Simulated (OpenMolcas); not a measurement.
# Co²⁺ among point charges: CASSCF and CASPT2 levels and susceptibility

Aim: the splitting of the states of Co²⁺ in the field of 2 point charges, its lowest levels with spin-orbit coupling and its magnetic susceptibility.

Program: OpenMolcas 26.06. Level of theory: state-averaged CASSCF and CASPT2, spin-orbit coupling by RASSI with atomic mean-field integrals. These are calculated values, not measurements, unless marked.

**1. The system**

```
Species                           : Co²⁺ (cobalt, Z = 27, 25 electrons)
Basis                             : ANO-RCC-VTZP [6s5p3d2f1g], 59 functions
Scalar Hamiltonian                : DKH2, point nucleus
Inactive shells                   : 1s 2s 2p 3s 3p
Active space                      : 7 electrons in 5 orbitals (3d)
Some configurations of this space : 3d7
Orbitals                          : optimised for each spin and parity, averaged over all roots
```

The outer shells:

3d7
```
3d [↑↓][↑↓][↑ ][↑ ][↑ ]
```

The ion sits among 2 point charges of -0.98 e arranged as a linear pair (D∞h), 2.13 Å from the ion.

Each step is its own input file, run in one work folder so that later steps find the files of earlier ones. Labels, J, g values, rates, χT and fits are worked out afterwards by a script from the matrices that RASSI stores. The input lists half of the charges; inversion (Group=XYZ) makes the rest.

**2. Basis and integrals**

Input file a.inp:

```
&GATEWAY
Coord
1

Co 0.0 0.0 0.0
Basis=ANO-RCC-VTZP
Group=XYZ
NoMove
AngMom=0.0 0.0 0.0
AMFI
XField
1 Angstrom 0
0.000000 0.000000 2.130000 -0.980000
&SEWARD
```

The run is started by

```
OMP_NUM_THREADS=1 MOLCAS_MEM=1689 MOLCAS_PROJECT=a pymolcas a.inp > a.log
```

**3. CASSCF: quartets of even parity, 10 roots**

Input file a.inp:

```
&RASSCF
FileOrb=start.orb
Symmetry=1
Spin=4
nActEl=7 0 0
Inactive=3 6
Ras2=5 0
CIRoot=10 10 1
SDav=10
CIMx=300
Iter=120 100
PrWF=0.3
OrbListing=Nothing
MaxOrb=0
>>> COPY $Project.JobIph JOB001
```

start.orb holds the contracted functions of the basis, ordered by shell, or the orbitals of the step before.

**4. CASSCF: doublets of even parity, 40 roots**

Input file a.inp:

```
&RASSCF
FileOrb=start.orb
Symmetry=1
Spin=2
nActEl=7 0 0
Inactive=3 6
Ras2=5 0
CIRoot=40 40 1
SDav=40
CIMx=300
Iter=120 100
PrWF=0.3
OrbListing=Nothing
MaxOrb=0
>>> COPY $Project.JobIph JOB002
```

**5. State interaction with spin-orbit coupling**

Input file a.inp:

```
&RASSI
NrOfJobIphs=2 10 40
1 2 3 4 5 6 7 8 9 10
1 2 3 4 5 6 7 8 9 10 11 12 13 14 15 16 17 18 19 20 21 22 23 24 25 26 27
28 29 30 31 32 33 34 35 36 37 38 39 40
IphNames
JOB001
JOB002
EJob
SpinOrbit
DIPRint=1.0
SOCoupling=1000.0
Subsets=2
Property=9
'ANGMOM' 1 'ANGMOM' 2 'ANGMOM' 3 'MLTPL  1' 1 'MLTPL  1' 2 'MLTPL  1' 3
'AMFI' 1 'AMFI' 2 'AMFI' 3
SOProperty=3
'ANGMOM' 1 'ANGMOM' 2 'ANGMOM' 3
```

**6. CASPT2: IPEA 0.25, imaginary shift 0.1 (closed shells correlated: 3s 3p)**

Input file a.inp:

```
>>> COPY JOB001 $Project.JobIph
&CASPT2
Multistate=10 1 2 3 4 5 6 7 8 9 10
NoMult
Frozen=2 3
IPEA=0.25
Imaginary=0.1
MaxIter=60
WThr=0.0 0.3 0.05
PrWF=0.5
NoMix
>>> COPY JOB002 $Project.JobIph
&CASPT2
Multistate=40 1 2 3 4 5 6 7 8 9 10 11 12 13 14 15 16 17 18 19 20 21 22
23 24 25 26 27 28 29 30 31 32 33 34 35 36 37 38 39 40
NoMult
Frozen=2 3
IPEA=0.25
Imaginary=0.1
MaxIter=60
WThr=0.0 0.3 0.05
PrWF=0.5
NoMix
```

(Steps that only read results are left out.)

Q: Predict the outcome of this session. Wanted: spin-free ground state; first state of the same spin within the active space; lowest level; next level.

The runs gave:

```
                                            quantity                                                                        value
                                              method  SS-CASPT2, IPEA 0.25, imaginary shift 0.1 (closed shells correlated: 3s 3p)
                              spin-free ground state                                             4Phi, 2-fold in its orbital part
first state of the same spin within the active space                                                          4Sigma at 1680 cm⁻¹
                                        lowest level                                                2-fold, g = 0.00, 0.00, 12.00
                                          next level                                                                   503.6 cm⁻¹
                                         χT at 300 K                                                               5.00 cm³ K/mol
                           effective moment at 300 K                                                                      6.32 μB
```

Cost by method:

| method | time of its own steps | time with the reference |
| --- | --- | --- |
| A. CASSCF | 8.8 s | 8.8 s |
| B. SS-CASPT2, IPEA 0.25, imaginary shift 0.1, +3s 3p | 5.1 s | 14 s |

Times are of one thread on a shared host.

In words: The spin-free ground state (4Phi) comes to 100 % from free-ion F terms and keeps the highest spin of the shell. χT at 300 K is 5.00, against 1.88 cm³ K/mol for the spin alone, so orbital moment adds to it. An active space of the d shell alone favours high spin; real ions in strong fields can be low spin. CASPT2 does not keep the components of a term degenerate, and the means are used. The field of point charges can differ much from that of real complexes. With metal d orbitals alone active, the gaps between spin states are rough; where two lie within a few thousand cm-1, their order is open. Point charges carry no covalency, so the field is a model and not that of real ligands.
